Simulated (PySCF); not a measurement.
# [WO(OH)3]+: other spin states, a change of charge and excitations

How does [WO(OH)3]+ respond at fixed geometry? The runs cover other spin states, a change of charge and excitations. It is a constructed species; whether it can be made isn't addressed.

Computed with PySCF 2.14.0. Level: B3LYP, W def2-SVP with ECP60, O def2-SVP, H def2-SVP; scalar-relativistic core potentials, no spin–orbit coupling.

3 further runs of the same task are left out: 2 for a known fault of the program, 1 that didn't finish.

### Step 1. Starting geometry

8 atoms, charge 1, spin multiplicity 1.

Bond lengths: W1–O2 1.680 Å, W1–O3 1.828 Å, W1–O5 1.828 Å, W1–O7 1.828 Å, O3–H4 0.973 Å, O5–H6 0.974 Å, O7–H8 0.973 Å. Angles: O2–W1–O3 108.4°, O2–W1–O5 108.5°, O2–W1–O7 108.5°, O3–W1–O5 110.5°, O3–W1–O7 110.4°, O5–W1–O7 110.4°, W1–O3–H4 146.3°, W1–O5–H6 146.3°, W1–O7–H8 147.0°.

Coordinates:

| atom | x (Å) | y (Å) | z (Å) |
| --- | --- | --- | --- |
| W1 | -0.1529 | -0.1147 | -0.1726 |
| O2 | 0.8818 | 0.7555 | 0.8248 |
| O3 | -1.3055 | -1.0648 | 0.8813 |
| H4 | -1.5773 | -1.2853 | 1.7896 |
| O5 | 0.8489 | -1.2434 | -1.2046 |
| H6 | 1.7433 | -1.5531 | -1.4321 |
| O7 | -1.0728 | 1.0636 | -1.2240 |
| H8 | -1.2289 | 1.9936 | -1.4643 |

Formal oxidation states: W +6. An earlier session relaxed this geometry at B3LYP, W def2-SVP with ECP60, O def2-SVP, H def2-SVP (singlet, point group C3v).

Its energy there is -369.489732 Eh.

### Step 2. Multiplicity 3 at the relaxed geometry

run.py (the lines that set the calculation)

```python
mol = gto.M(atom='''
W     -0.15286    -0.11472    -0.17258
O      0.88178     0.75546     0.82479
O     -1.30551    -1.06483     0.88129
H     -1.57732    -1.28530     1.78960
O      0.84887    -1.24337    -1.20455
H      1.74335    -1.55307    -1.43211
O     -1.07283     1.06359    -1.22400
H     -1.22894     1.99363    -1.46430''',
    basis={'W': 'def2-SVP', 'O': 'def2-SVP', 'H': 'def2-SVP'},
    ecp={'W': 'def2-SVP'},
    charge=1, spin=2)
mf = dft.UKS(mol, xc='B3LYP')
mf.grids.atom_grid = (50, 194)
mf = mf.density_fit()  # fitting sets: W def2-universal-JKFIT, O def2-universal-JKFIT, H def2-universal-JKFIT
mf.conv_tol = 1e-08; mf.max_cycle = 55
mf.kernel(dm0)  # dm0: free metal ions and neutral atoms
```

Started as:

```bash
> OMP_NUM_THREADS=2 python run.py
```

Log:

```text
init E= -373.674291814689
cycle= 1 E= -369.12562560126  delta_E= 4.55  |g|= 0.51  |ddm|= 2.45
cycle= 2 E= -367.690431431764  delta_E= 1.44  |g|= 1.82  |ddm|= 1.81
cycle= 3 E= -369.222455605303  delta_E= -1.53  |g|= 0.325  |ddm|= 1.56
cycle= 4 E= -369.258328987199  delta_E= -0.0359  |g|= 0.16  |ddm|= 0.401
cycle= 5 E= -369.251007455492  delta_E= 0.00732  |g|= 0.214  |ddm|= 0.298
cycle= 6 E= -369.270031046525  delta_E= -0.019  |g|= 0.0553  |ddm|= 0.208
cycle= 7 E= -369.271253047243  delta_E= -0.00122  |g|= 0.0325  |ddm|= 0.0705
cycle= 8 E= -369.271531502571  delta_E= -0.000278  |g|= 0.0339  |ddm|= 0.0568
cycle= 9 E= -369.272163374127  delta_E= -0.000632  |g|= 0.018  |ddm|= 0.0437
cycle= 10 E= -369.272824321361  delta_E= -0.000661  |g|= 0.0173  |ddm|= 0.0877
cycle= 11 E= -369.27322958061  delta_E= -0.000405  |g|= 0.019  |ddm|= 0.0565
cycle= 12 E= -369.272587384237  delta_E= 0.000642  |g|= 0.019  |ddm|= 0.0904
cycle= 13 E= -369.270494202114  delta_E= 0.00209  |g|= 0.0461  |ddm|= 0.237
cycle= 14 E= -369.272901204777  delta_E= -0.00241  |g|= 0.0298  |ddm|= 0.31
cycle= 15 E= -369.272895229738  delta_E= 5.98e-06  |g|= 0.0315  |ddm|= 0.0127
cycle= 16 E= -369.272879795078  delta_E= 1.54e-05  |g|= 0.0412  |ddm|= 0.0466
cycle= 17 E= -369.272988055533  delta_E= -0.000108  |g|= 0.0289  |ddm|= 0.0381
cycle= 18 E= -369.273176256508  delta_E= -0.000188  |g|= 0.0361  |ddm|= 0.0573
cycle= 19 E= -369.272324680184  delta_E= 0.000852  |g|= 0.0499  |ddm|= 0.144
cycle= 20 E= -369.272320930385  delta_E= 3.75e-06  |g|= 0.046  |ddm|= 0.0344
cycle= 21 E= -369.272542779592  delta_E= -0.000222  |g|= 0.0478  |ddm|= 0.0428
...
cycle= 40 E= -369.275305705651  delta_E= -4.86e-06  |g|= 0.00118  |ddm|= 0.0092
cycle= 41 E= -369.275309119679  delta_E= -3.41e-06  |g|= 0.00105  |ddm|= 0.00881
cycle= 42 E= -369.275311735148  delta_E= -2.62e-06  |g|= 0.00155  |ddm|= 0.0108
cycle= 43 E= -369.275314703999  delta_E= -2.97e-06  |g|= 0.00114  |ddm|= 0.00779
cycle= 44 E= -369.275316462195  delta_E= -1.76e-06  |g|= 0.000505  |ddm|= 0.00374
cycle= 45 E= -369.275317566504  delta_E= -1.1e-06  |g|= 0.000264  |ddm|= 0.0029
cycle= 46 E= -369.275318993841  delta_E= -1.43e-06  |g|= 0.000405  |ddm|= 0.00474
cycle= 47 E= -369.275319929548  delta_E= -9.36e-07  |g|= 0.000305  |ddm|= 0.0029
cycle= 48 E= -369.275320732418  delta_E= -8.03e-07  |g|= 0.000219  |ddm|= 0.00245
cycle= 49 E= -369.275321536053  delta_E= -8.04e-07  |g|= 0.000211  |ddm|= 0.00257
cycle= 50 E= -369.275322698975  delta_E= -1.16e-06  |g|= 0.000256  |ddm|= 0.0039
cycle= 51 E= -369.275323481008  delta_E= -7.82e-07  |g|= 0.000213  |ddm|= 0.00259
cycle= 52 E= -369.275324825214  delta_E= -1.34e-06  |g|= 0.00036  |ddm|= 0.00478
cycle= 53 E= -369.275326207467  delta_E= -1.38e-06  |g|= 0.000425  |ddm|= 0.00494
cycle= 54 E= -369.275326935713  delta_E= -7.28e-07  |g|= 0.00021  |ddm|= 0.00221
cycle= 55 E= -369.275328120484  delta_E= -1.18e-06  |g|= 0.000296  |ddm|= 0.0042
SCF not converged.
macro= 0  E= -369.27531566766  delta_E= 1.24528e-05  |g|= 0.000296083  2 KF 18 JK
macro= 1  E= -369.275387116784  delta_E= -7.14491e-05  |g|= 7.07982e-05  4 KF 22 JK
macro= 2  E= -369.275387118501  delta_E= -1.71644e-09  |g|= 3.91555e-05  1 KF 3 JK
macro X = 3  E=-369.275387118501  |g|= 3.91555e-05  total 8 KF 47 JK
converged SCF energy = -369.275387118501  <S^2> = 2.0200143  2S+1 = 3.0133133
```

It took 57 s on 2 threads of Arm Neoverse V1, shared host.

Read off: E = -369.275387 Eh (+5.833 eV from the relaxed state), HOMO -9.45 eV, LUMO -13.39 eV (over both spins), ⟨S²⟩ = 2.020, Mulliken charge on W1 +1.29 e. An empty level of one spin lies below a filled level of the other.

### Step 3. One electron removed, multiplicity 2

run.py (the lines that set the calculation): that of step 2 with these lines changed.

```diff
@@ -11,3 +11,3 @@
     ecp={'W': 'def2-SVP'},
-    charge=1, spin=2)
+    charge=2, spin=1)
 mf = dft.UKS(mol, xc='B3LYP')
@@ -16,2 +16,2 @@
 mf.conv_tol = 1e-08; mf.max_cycle = 55
-mf.kernel(dm0)  # dm0: free metal ions and neutral atoms
+mf.kernel(dm0)  # dm0: the density of the relaxed state
```

Started as:

```bash
> OMP_NUM_THREADS=2 python run.py
```

Log:

```text
init E= -369.495940430873
  HOMO = -0.559234055843  LUMO = -0.557986681628  gap/eV = 0.03394
cycle= 1 E= -368.788769020407  delta_E= 0.707  |g|= 0.318  |ddm|= 0.657
cycle= 2 E= -368.199412506618  delta_E= 0.589  |g|= 1.19  |ddm|= 1.13
  HOMO = -0.832992605001  LUMO = -0.783162556988  gap/eV = 1.35594
cycle= 3 E= -368.780985274452  delta_E= -0.582  |g|= 0.368  |ddm|= 1.11
  HOMO = -0.810053332239  LUMO = -0.763749920141  gap/eV = 1.25998
cycle= 4 E= -368.829463332891  delta_E= -0.0485  |g|= 0.11  |ddm|= 0.233
  HOMO = -0.804266399474  LUMO = -0.754234780825  gap/eV = 1.36143
cycle= 5 E= -368.833136026695  delta_E= -0.00367  |g|= 0.0732  |ddm|= 0.118
  HOMO = -0.805122969323  LUMO = -0.74567158388  gap/eV = 1.61775
cycle= 6 E= -368.834628585671  delta_E= -0.00149  |g|= 0.0483  |ddm|= 0.0751
  HOMO = -0.807171202946  LUMO = -0.745033920978  gap/eV = 1.69084
cycle= 7 E= -368.835604637874  delta_E= -0.000976  |g|= 0.0113  |ddm|= 0.0445
  HOMO = -0.806886834918  LUMO = -0.743553835496  gap/eV = 1.72338
cycle= 8 E= -368.835685477293  delta_E= -8.08e-05  |g|= 0.00482  |ddm|= 0.0149
  HOMO = -0.80679073491  LUMO = -0.743294752404  gap/eV = 1.72781
cycle= 9 E= -368.835679047574  delta_E= 6.43e-06  |g|= 0.00693  |ddm|= 0.00818
  HOMO = -0.806808648946  LUMO = -0.743179495817  gap/eV = 1.73144
cycle= 10 E= -368.835700725399  delta_E= -2.17e-05  |g|= 0.00177  |ddm|= 0.00619
  HOMO = -0.80678990921  LUMO = -0.743099521216  gap/eV = 1.73310
cycle= 11 E= -368.83570314235  delta_E= -2.42e-06  |g|= 0.00094  |ddm|= 0.00284
  HOMO = -0.806802997602  LUMO = -0.743079187316  gap/eV = 1.73401
cycle= 12 E= -368.835704322027  delta_E= -1.18e-06  |g|= 0.000698  |ddm|= 0.00295
  HOMO = -0.806842249852  LUMO = -0.743089916753  gap/eV = 1.73479
cycle= 13 E= -368.835705065381  delta_E= -7.43e-07  |g|= 0.000572  |ddm|= 0.0027
  HOMO = -0.806875555573  LUMO = -0.743089005662  gap/eV = 1.73572
cycle= 14 E= -368.83570567442  delta_E= -6.09e-07  |g|= 0.000455  |ddm|= 0.00266
  HOMO = -0.806948253403  LUMO = -0.743082267665  gap/eV = 1.73788
cycle= 15 E= -368.835706593012  delta_E= -9.19e-07  |g|= 0.000257  |ddm|= 0.00557
  HOMO = -0.80701039905  LUMO = -0.743075543787  gap/eV = 1.73976
cycle= 16 E= -368.835707065162  delta_E= -4.72e-07  |g|= 8.2e-05  |ddm|= 0.00558
  HOMO = -0.80701318942  LUMO = -0.743082072176  gap/eV = 1.73965
cycle= 17 E= -368.835707094056  delta_E= -2.89e-08  |g|= 9.78e-05  |ddm|= 0.000757
  HOMO = -0.807036819354  LUMO = -0.743080351445  gap/eV = 1.74034
cycle= 18 E= -368.83570713805  delta_E= -4.4e-08  |g|= 1.92e-05  |ddm|= 0.00223
  HOMO = -0.807037051044  LUMO = -0.743082803058  gap/eV = 1.74028
cycle= 19 E= -368.835707138449  delta_E= -3.99e-10  |g|= 8.9e-06  |ddm|= 4.86e-05
  HOMO = -0.807037497512  LUMO = -0.743082507618  gap/eV = 1.74030
Extra cycle  E= -368.835707138273  delta_E= 1.76e-10  |g|= 2.63e-05  |ddm|= 3.37e-05
converged SCF energy = -368.835707138273  <S^2> = 0.78378273  2S+1 = 2.0335021
```

Run time: 5.2 s. Hardware: 2 threads of Arm Neoverse V1, shared host.

It gives: E = -368.835707 Eh (+17.797 eV from the relaxed state), HOMO -21.96 eV, LUMO -20.22 eV (over both spins), ⟨S²⟩ = 0.784, Mulliken charge on W1 +1.55 e. 

### Step 4. One electron added, multiplicity 2

run.py (the lines that set the calculation): that of step 3 with these lines changed.

```diff
@@ -11,3 +11,3 @@
     ecp={'W': 'def2-SVP'},
-    charge=2, spin=1)
+    charge=0, spin=1)
 mf = dft.UKS(mol, xc='B3LYP')
```

Started as:

```bash
> OMP_NUM_THREADS=2 python run.py
```

Log:

```text
init E= -369.49544393886
  HOMO = -0.289718613249  LUMO = -0.280398471636  gap/eV = 0.25361
cycle= 1 E= -369.624337838163  delta_E= -0.129  |g|= 0.311  |ddm|= 1.16
  HOMO = 0.0144990019924  LUMO = 0.0163213869469  gap/eV = 0.04959
cycle= 2 E= -369.509978992951  delta_E= 0.114  |g|= 0.537  |ddm|= 1.95
  HOMO = -0.0851056715813  LUMO = -0.0155189224794  gap/eV = 1.89355
cycle= 3 E= -369.669899154034  delta_E= -0.16  |g|= 0.151  |ddm|=  1.7
  HOMO = -0.0913359247674  LUMO = -0.0170329874454  gap/eV = 2.02189
cycle= 4 E= -369.677823968679  delta_E= -0.00792  |g|= 0.0526  |ddm|= 0.128
  HOMO = -0.0933228805709  LUMO = -0.0118424380853  gap/eV = 2.21720
cycle= 5 E= -369.678595447458  delta_E= -0.000771  |g|= 0.0405  |ddm|= 0.0873
  HOMO = -0.0939859068416  LUMO = -0.00966768172869  gap/eV = 2.29442
cycle= 6 E= -369.679277856588  delta_E= -0.000682  |g|= 0.00565  |ddm|= 0.0437
  HOMO = -0.093948795451  LUMO = -0.00887247311063  gap/eV = 2.31504
cycle= 7 E= -369.679327500987  delta_E= -4.96e-05  |g|= 0.00362  |ddm|= 0.0326
  HOMO = -0.0938999160418  LUMO = -0.00870688480663  gap/eV = 2.31822
cycle= 8 E= -369.679345441865  delta_E= -1.79e-05  |g|= 0.00194  |ddm|= 0.018
  HOMO = -0.0938630177471  LUMO = -0.00861625657268  gap/eV = 2.31968
cycle= 9 E= -369.679356095866  delta_E= -1.07e-05  |g|= 0.000586  |ddm|= 0.0194
  HOMO = -0.0938566385528  LUMO = -0.00865571172823  gap/eV = 2.31844
cycle= 10 E= -369.679358752575  delta_E= -2.66e-06  |g|= 0.000354  |ddm|= 0.011
  HOMO = -0.0938604210937  LUMO = -0.00868186120778  gap/eV = 2.31783
cycle= 11 E= -369.679359587534  delta_E= -8.35e-07  |g|= 0.000255  |ddm|= 0.00413
  HOMO = -0.0938627241796  LUMO = -0.00868384865267  gap/eV = 2.31784
cycle= 12 E= -369.679360383937  delta_E= -7.96e-07  |g|= 0.000213  |ddm|= 0.00437
  HOMO = -0.0938732824722  LUMO = -0.00869624206681  gap/eV = 2.31779
cycle= 13 E= -369.679361575004  delta_E= -1.19e-06  |g|= 0.000198  |ddm|= 0.00713
  HOMO = -0.0938760130081  LUMO = -0.0086964370756  gap/eV = 2.31785
cycle= 14 E= -369.679362407384  delta_E= -8.32e-07  |g|= 0.000197  |ddm|= 0.00526
  HOMO = -0.0938814609598  LUMO = -0.00870068215499  gap/eV = 2.31789
cycle= 15 E= -369.679363658385  delta_E= -1.25e-06  |g|= 0.00018  |ddm|= 0.00835
  HOMO = -0.0938899972924  LUMO = -0.00871179429418  gap/eV = 2.31782
cycle= 16 E= -369.67936626512  delta_E= -2.61e-06  |g|= 0.00018  |ddm|= 0.0195
  HOMO = -0.0939621253898  LUMO = -0.00876037330139  gap/eV = 2.31846
cycle= 17 E= -369.679369467072  delta_E= -3.2e-06  |g|= 0.000161  |ddm|= 0.0319
  HOMO = -0.0939361824715  LUMO = -0.00874973665007  gap/eV = 2.31804
cycle= 18 E= -369.679370065938  delta_E= -5.99e-07  |g|= 0.000119  |ddm|= 0.00773
  HOMO = -0.0939511650631  LUMO = -0.00876710124854  gap/eV = 2.31798
cycle= 19 E= -369.679371228464  delta_E= -1.16e-06  |g|= 9.97e-05  |ddm|= 0.0206
  HOMO = -0.0939311154033  LUMO = -0.00876706865915  gap/eV = 2.31743
cycle= 20 E= -369.679371836673  delta_E= -6.08e-07  |g|= 5.15e-05  |ddm|= 0.0214
  HOMO = -0.09389767416  LUMO = -0.00875633016375  gap/eV = 2.31681
cycle= 21 E= -369.679371895695  delta_E= -5.9e-08  |g|= 1.51e-05  |ddm|= 0.00604
  HOMO = -0.0939158482181  LUMO = -0.00876197521206  gap/eV = 2.31715
cycle= 22 E= -369.679371906226  delta_E= -1.05e-08  |g|= 2.21e-05  |ddm|= 0.00373
  HOMO = -0.0938972717065  LUMO = -0.00875483230659  gap/eV = 2.31684
cycle= 23 E= -369.679371906549  delta_E= -3.23e-10  |g|= 4.72e-06  |ddm|= 8.88e-05
  HOMO = -0.0938996139114  LUMO = -0.00875622787152  gap/eV = 2.31687
Extra cycle  E= -369.679371906553  delta_E= -3.52e-12  |g|= 8.35e-06  |ddm|= 1.65e-05
converged SCF energy = -369.679371906553  <S^2> = 0.75225841  2S+1 = 2.0022571
```

Run time: 6.3 s. Hardware: 2 threads of Arm Neoverse V1, shared host.

Read off: E = -369.679372 Eh (-5.160 eV from the relaxed state), HOMO -2.56 eV, LUMO -0.54 eV (over both spins), ⟨S²⟩ = 0.752, Mulliken charge on W1 +1.06 e. 

### Step 5. Singlet excitations, Tamm-Dancoff CAM-B3LYP

run.py (the lines that set the calculation): that of step 4 with these lines changed.

```diff
@@ -11,4 +11,4 @@
     ecp={'W': 'def2-SVP'},
-    charge=0, spin=1)
-mf = dft.UKS(mol, xc='B3LYP')
+    charge=1, spin=0)
+mf = dft.RKS(mol, xc='CAMB3LYP')
 mf.grids.atom_grid = (50, 194)
```

Started as:

```bash
> OMP_NUM_THREADS=2 python run.py
```

Log:

```text
init E= -369.313773287453
  HOMO = -0.627373388651312  LUMO = -0.228025615937724  gap/eV = 10.86681
cycle= 1 E= -369.314607035595  delta_E= -0.000834  |g|= 0.0574  |ddm|= 0.105
  HOMO = -0.629249660906354  LUMO = -0.242897003517223  gap/eV = 10.51319
cycle= 2 E= -369.312425616491  delta_E= 0.00218  |g|= 0.121  |ddm|= 0.133
  HOMO = -0.628768928199605  LUMO = -0.236596876946608  gap/eV = 10.67155
cycle= 3 E= -369.315195664649  delta_E= -0.00277  |g|= 0.0174  |ddm|= 0.0872
  HOMO = -0.629290425508816  LUMO = -0.235115221550483  gap/eV = 10.72605
cycle= 4 E= -369.315249834843  delta_E= -5.42e-05  |g|= 0.00527  |ddm|= 0.0138
  HOMO = -0.628681935786731  LUMO = -0.234871026566006  gap/eV = 10.71614
cycle= 5 E= -369.315254564712  delta_E= -4.73e-06  |g|= 0.0013  |ddm|= 0.00321
  HOMO = -0.628811066826698  LUMO = -0.235100298240426  gap/eV = 10.71342
cycle= 6 E= -369.315254965621  delta_E= -4.01e-07  |g|= 0.000135  |ddm|= 0.00149
  HOMO = -0.62880437393928  LUMO = -0.235104994259202  gap/eV = 10.71311
cycle= 7 E= -369.315254973092  delta_E= -7.47e-09  |g|= 2.66e-05  |ddm|= 0.000213
  HOMO = -0.628802506379525  LUMO = -0.235102285461225  gap/eV = 10.71313
Extra cycle  E= -369.315254973291  delta_E= -1.99e-10  |g|= 3.97e-05  |ddm|= 6.23e-05
converged SCF energy = -369.315254973291
```

Run time: 48 s. Hardware: 2 threads of Arm Neoverse V1, shared host.

Read off: E = -369.315255 Eh, HOMO -17.11 eV, LUMO -6.40 eV, Mulliken charge on W1 +1.44 e. 

Singlet excitations:

| state | energy (eV) | oscillator strength |
| --- | --- | --- |
| 1 | 6.29 | 0.0000 |
| 2 | 6.42 | 0.0001 |
| 3 | 6.43 | 0.0001 |
| 4 | 6.64 | 0.0014 |
| 5 | 6.64 | 0.0015 |
| 6 | 6.71 | 0.0063 |
| 7 | 6.82 | 0.0072 |
| 8 | 6.82 | 0.0070 |

### Step 6. The states side by side

| state | energy from the relaxed state (eV) | ⟨S²⟩ | time |
| --- | --- | --- | --- |
| charge +1, singlet, vacuum (relaxed) | 0 | 0.00 |  |
| charge 0, doublet, vacuum | -5.16 | 0.75 | 6.3 s |
| charge +1, triplet, vacuum | 5.83 | 2.02 | 57 s |
| charge +2, doublet, vacuum | 17.80 | 0.78 | 5.2 s |

An electron taken off or put on is at rest in vacuum. 

In the excitation run (CAM-B3LYP), the lowest singlet lies at 6.29 eV (gaps between orbitals at other levels can't be set against it), and the brightest of the eight at 6.82 eV (f = 0.007); spin–orbit coupling would mix in triplets. Removing an electron vertically costs 17.80 eV (doublet), against −HOMO = 15.37 eV. Adding an electron vertically releases 5.16 eV (doublet). The triplet lies 5.83 eV above at this geometry. The bases are small and lack diffuse functions. Spin–orbit coupling is left out.
